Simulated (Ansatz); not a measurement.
# C₂H₂N₂Sn: taking an electron away

One table from this session's results is given with a row withheld; the runs are named, their logs left out.

Method: unrestricted cation, the program's frozen cores in correlated methods; program: Ansatz 0.2.0, Gaussian basis.

Plan: UKS PBE-D4/def2-TZVPP; UKS r2SCAN-D4/def2-TZVPP; UKS PBE0-D4/def2-TZVPP; UKS B3LYP-D4/def2-TZVPP; UKS wB97X-V/def2-TZVPP; UKS wB97M-V/def2-TZVPP; UKS B2PLYP/def2-TZVPP; UHF-CCSD(T)/def2-TZVPP; UHF-MP2/def2-QZVPP; extrapolation to the limit; then −ε(HOMO) from the neutral's earlier runs with LDA (SPW92), PBE-D4, revPBE-D4, BLYP-D4, r2SCAN-D4, B97M-V, PBE0-D4, B3LYP-D4, r2SCANh-D4, r2SCAN0-D4, HSE06-D4, BHLYP-D4, CAM-B3LYP-D4, LC-ωPBE, ωB97X-V, ωB97M-V.

### Structure used throughout

The geometry comes from an earlier relaxation with PBE0-D4 in a triple-zeta def2 set; it is a stationary point, not always the lowest conformer. Sn takes the def2 core potential; no spin-orbit term is included.

SMILES `N#[C][SnH2][C]#N`, 7 atoms, charge 0, spin multiplicity 1.

Atoms are counted from 1 here; the program's logs count them from 0.

Bond lengths: N1–C2 1.152 Å, C2–Sn3 2.099 Å, Sn3–C4 2.099 Å, Sn3–H6 1.688 Å, Sn3–H7 1.688 Å, C4–N5 1.152 Å. Angles: N1–C2–Sn3 178.2°, C2–Sn3–C4 104.7°, C2–Sn3–H6 108.7°, C2–Sn3–H7 108.6°, C4–Sn3–H6 108.6°, C4–Sn3–H7 108.6°, H6–Sn3–H7 116.9°, Sn3–C4–N5 178.1°.

The first run:

Input file in.yaml:

```yaml
crystal:
  periodic: [false, false, false]
  atoms:
    - {symbol: N, position_ang: [1.155110, 2.513501, -0.842738]}
    - {symbol: C, position_ang: [0.595940, 1.521470, -0.671131]}
    - {symbol: Sn, position_ang: [-0.453198, -0.278118, -0.416244]}
    - {symbol: C, position_ang: [0.257184, -1.054390, 1.399500]}
    - {symbol: N, position_ang: [0.623604, -1.509724, 2.391797]}
    - {symbol: H, position_ang: [-2.095199, 0.073649, -0.246772]}
    - {symbol: H, position_ang: [-0.022241, -1.334388, -1.660110]}
basis:
  gaussian: {orbitals: def2-TZVPP}
total_charge: 1
magnetization: {spin_polarized: true, initial_magnetization: 1}
hamiltonian: {xc: pbe, dispersion: d4}
```

Launch:

```
$ ansatz run in.yaml --threads 2 --pin off --events-out ev --progress --plain --max-ram 22528MiB --backend cpu
```

Among the steps run: Cation, UKS PBE-D4/def2-TZVPP; Cation, UKS r2SCAN-D4/def2-TZVPP; Cation, UKS PBE0-D4/def2-TZVPP; Cation, UKS B3LYP-D4/def2-TZVPP; Cation, UKS wB97X-V/def2-TZVPP; Cation, UKS wB97M-V/def2-TZVPP; Cation, UKS B2PLYP (frozen core)/def2-TZVPP; Cation, UHF-CCSD(T)/def2-TZVPP; Cation, UHF-MP2/def2-QZVPP.

One of the session's tables, all rows but one given; the rest of the session is left out.

For comparison, −ε(HOMO) of the neutral from earlier runs:

| functional | −ε(HOMO) (eV) |
| --- | --- |
| LDA (SPW92) | 8.82 |
| PBE-D4 | 8.67 |
| revPBE-D4 | 8.61 |
| BLYP-D4 | 8.56 |
| r2SCAN-D4 | 9.05 |
| B97M-V | 9.02 |
| PBE0-D4 | 10.05 |
| B3LYP-D4 | 9.81 |
| r2SCANh-D4 | 9.53 |
| r2SCAN0-D4 | 10.26 |
| HSE06-D4 | 9.65 |
| BHLYP-D4 | 11.23 |
| CAM-B3LYP-D4 | 11.45 |
| LC-ωPBE | ? |
| ωB97X-V | 12.46 |
| ωB97M-V | 12.31 |

**Question.** Estimate the row for LC-ωPBE.

**Answer.** −ε(HOMO) (eV): 12.89. In the column «−ε(HOMO) (eV)» it is the highest.

To keep in mind: The cation may have settled in a state other than its lowest; no search over hole states beyond the program's own was made.
